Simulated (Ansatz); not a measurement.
**AlAsH2 (triplet): the correlation ladder, cc-pVDZ**

One table from this session's results is given with a row withheld; the runs are named, their logs left out.

The runs use Ansatz 0.2.0, Gaussian basis; cc-pVDZ, core rule «outside noble gas», up to 19 orbitals frozen.

Plan: UHF; CCSD(T) on ROHF; CCSD(T) on UHF; BCCD(T) on ROHF; CISD; CCSDT(Q) on ROHF; CCSDT(Q) on UHF; CCSDTQ on ROHF.

9 further runs of the same task are left out: 5 for a known fault of the program, 4 set aside as unsound or not needed.

### The geometry

The geometry is a PBE0/def2-TZVP stationary point (not a proven minimum) of the parent state, kept for this charge and spin. No spin-orbit coupling is included. The filled d shell of As may be among the frozen orbitals whatever the setting's name suggests; the logs give the count.

4 atoms, charge 0, spin multiplicity 3.

Atoms are counted from 1 here; the program's logs count them from 0.

Bond lengths: Al1–As2 2.523 Å, As2–H3 1.535 Å, As2–H4 1.535 Å. Angles: Al1–As2–H3 80.9°, Al1–As2–H4 80.9°, H3–As2–H4 90.2°.

The first run:

Input file in.yaml:

```yaml
crystal:
  periodic: [false, false, false]
  atoms:
    - {symbol: Al, position_ang: [-0.010266, 0.000001, 1.863024]}
    - {symbol: As, position_ang: [0.031352, 0.000000, -0.659252]}
    - {symbol: H, position_ang: [-1.027816, -1.087510, -0.434086]}
    - {symbol: H, position_ang: [-1.027822, 1.087503, -0.434087]}
basis:
  gaussian: {orbitals: cc-pVDZ}
magnetization: {spin_polarized: true, initial_magnetization: 2}
hamiltonian: {xc: hf}
output: {orbitals: {seedname: orbitals}}
```

Launch:

```bash
$ ansatz run in.yaml --threads 1 --pin off --events-out ev --progress --plain --max-ram 4096MiB --backend cpu
```

Steps of the session up to this table: UHF; CCSD(T) on ROHF; CCSD(T) on UHF; BCCD(T) on ROHF; CISD; CCSDT(Q) on ROHF; CCSDT(Q) on UHF; CCSDTQ on ROHF.

One table of the session follows, with a row left open; its other results are not shown here.

```
   method  from RCCSDTQ (meV)
     ROHF             +5095.1
      UHF             +4994.0
     RMP2             +1101.4
     UMP2             +1087.4
     CISD              +587.0
    RCCSD              +213.8
    UCCSD              +203.4
 RCCSD(T)               +42.7
 UCCSD(T)                   ?
  BCCD(T)               +42.1
   RCCSDT               +11.7
   UCCSDT                +9.9
RCCSDT(Q)                +0.9
UCCSDT(Q)                -0.4
  RCCSDTQ                   0
```

**Question.** Estimate the row for UCCSD(T).

The run gave: from RCCSDTQ (meV): +41.4. In the column «from RCCSDTQ (meV)» it lies between RCCSDT (+11.7) and BCCD(T) (+42.1).

Limits of these values: Restricted and unrestricted rows rest on different reference determinants; where their highest levels disagree by more than a few hundredths of an eV, they describe different states and don't form one ladder.
